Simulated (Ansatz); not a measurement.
# CH6AlNO: one species, many methods

How much do the methods differ for CH6AlNO? The plan is to run it at one geometry with functionals of several rungs and with coupled cluster. The yardstick is the atomisation energy at the CCSD(T) limit.

Computed with Ansatz 0.2.0, Gaussian basis. Level: functionals in def2-TZVPP, the program's frozen cores in correlated methods.

Levels to be run: LDA (SPW92), PBE-D4, revPBE-D4, BLYP-D4, r2SCAN-D4, B97M-V, PBE0-D4, B3LYP-D4, r2SCANh-D4, r2SCAN0-D4, HSE06-D4, BHLYP-D4, CAM-B3LYP-D4, LC-ωPBE, ωB97X-V, ωB97M-V, B2PLYP, PBE-QIDH; CCSD(T)/def2-SVP; CCSD(T)/def2-TZVPP; MP2/def2-QZVPP; extrapolation to the limit; RPA on PBE.

### Step 1. The geometry

All runs share one geometry, relaxed beforehand with PBE0-D4 in a triple-zeta def2 set.

10 atoms, charge 0, spin multiplicity 1.

Atoms are counted from 1 here; the program's logs count them from 0.

Bond lengths: N1–C2 1.286 Å, N1–H5 1.014 Å, N1–H6 1.022 Å, C2–Al4 2.085 Å, C2–H7 1.094 Å, O3–Al4 1.727 Å, O3–H8 0.955 Å, Al4–H9 1.602 Å, Al4–H10 1.641 Å. Angles: C2–N1–H5 125.2°, C2–N1–H6 116.5°, H5–N1–H6 118.2°, N1–C2–Al4 114.1°, N1–C2–H7 112.9°, Al4–C2–H7 132.9°, Al4–O3–H8 120.8°, C2–Al4–O3 109.9°, C2–Al4–H9 102.3°, C2–Al4–H10 91.5°, O3–Al4–H9 115.8°, O3–Al4–H10 116.5°, H9–Al4–H10 116.5°.

Coordinates:

```xyz
10
CH6AlNO
N     0.8718   -0.4569   -1.4102
C    -0.1983   -0.6916   -0.7363
O    -0.7925   -0.0878    2.2749
Al   -0.5888    0.7101    0.7571
H     1.1843   -0.9878   -2.2154
H     1.4361    0.3402   -1.1076
H    -0.7547   -1.5563   -1.1087
H    -0.0492   -0.2288    2.8570
H    -1.8827    1.4632    0.1871
H     0.8570    1.4447    0.5051
```

### Step 2. LDA

This LDA is Slater exchange with PW92 correlation.

in.yaml reads:

```yaml
crystal:
  periodic: [false, false, false]
  atoms:
    - {symbol: N, position_ang: [0.871830, -0.456939, -1.410161]}
    - {symbol: C, position_ang: [-0.198291, -0.691607, -0.736288]}
    - {symbol: O, position_ang: [-0.792540, -0.087789, 2.274947]}
    - {symbol: Al, position_ang: [-0.588757, 0.710092, 0.757067]}
    - {symbol: H, position_ang: [1.184307, -0.987816, -2.215397]}
    - {symbol: H, position_ang: [1.436135, 0.340193, -1.107615]}
    - {symbol: H, position_ang: [-0.754672, -1.556309, -1.108724]}
    - {symbol: H, position_ang: [-0.049217, -0.228771, 2.857036]}
    - {symbol: H, position_ang: [-1.882691, 1.463152, 0.187068]}
    - {symbol: H, position_ang: [0.856995, 1.444695, 0.505066]}
basis:
  gaussian: {orbitals: def2-TZVPP}
hamiltonian: {xc: lda}
output: {orbitals: {seedname: orbitals}}
```

Started as:

```console
> ansatz run in.yaml --threads 2 --pin off --events-out ev --progress --plain --max-ram 4352MiB
```

The runs that follow: PBE-D4 (GGA); revPBE-D4 (GGA); BLYP-D4 (GGA); r2SCAN-D4 (meta-GGA); B97M-V (meta-GGA); B3LYP-D4 (hybrid); r2SCANh-D4 (hybrid); r2SCAN0-D4 (hybrid); HSE06-D4 (hybrid); BHLYP-D4 (hybrid); CAM-B3LYP-D4 (range-separated); LC-ωPBE (range-separated); ωB97X-V (range-separated); ωB97M-V (range-separated); B2PLYP (double hybrid); PBE-QIDH (double hybrid); CCSD(T) in def2-SVP; CCSD(T) in def2-TZVPP; MP2 in def2-QZVPP; RPA on PBE orbitals.

Before running them: what should the planned runs give, taken together? Wanted: atomisation energy, CCSD(T)/CBS; farthest beyond LDA; mean size of error, GGA; mean size of error, meta-GGA; mean size of error, hybrid; mean size of error, range-separated; mean size of error, double hybrid; gap, smallest and largest; T1 diagnostic.

As calculated:

```
                               quantity                                                      value
        atomisation energy, CCSD(T)/CBS                                              3389.3 kJ/mol
 functionals within 16.9 kJ/mol (0.5 %)  BLYP-D4, B97M-V, B3LYP-D4, CAM-B3LYP-D4, ωB97X-V, ωB97M-V
                    farthest beyond LDA                                   BHLYP-D4 (-117.0 kJ/mol)
                mean size of error, GGA                                                29.1 kJ/mol
           mean size of error, meta-GGA                                                14.2 kJ/mol
             mean size of error, hybrid                                                54.1 kJ/mol
    mean size of error, range-separated                                                13.0 kJ/mol
      mean size of error, double hybrid                                                57.2 kJ/mol
              gap, smallest and largest                  2.37 eV (LDA (SPW92)), 10.09 eV (LC-ωPBE)
                          T1 diagnostic                                                     0.0146
triples share of the correlation energy                                                      3.6 %
```

What this shows: LDA overbinds by 468.2 kJ/mol (14 %). PBE-D4 misses by +36.0 kJ/mol. Double hybrids carry the basis error of their MP2 part in triple zeta, and no dispersion term here, so their miss is partly the set-up's. The rungs range-separated, meta-GGA miss on average by less than the doubt on the reference (16.9 kJ/mol), so they tie. The reference freezes the cores and leaves out relativity and excitations past (T), so misses under about 16.9 kJ/mol can't be ranked. Hartree-Fock recovers 70 % of the binding; the rest is correlation. CCSD(T) in def2-SVP is off by -224.4 kJ/mol, worse than the median functional, from the basis alone. Orbital gaps span 2.4 to 10.1 eV; exact exchange widens them.
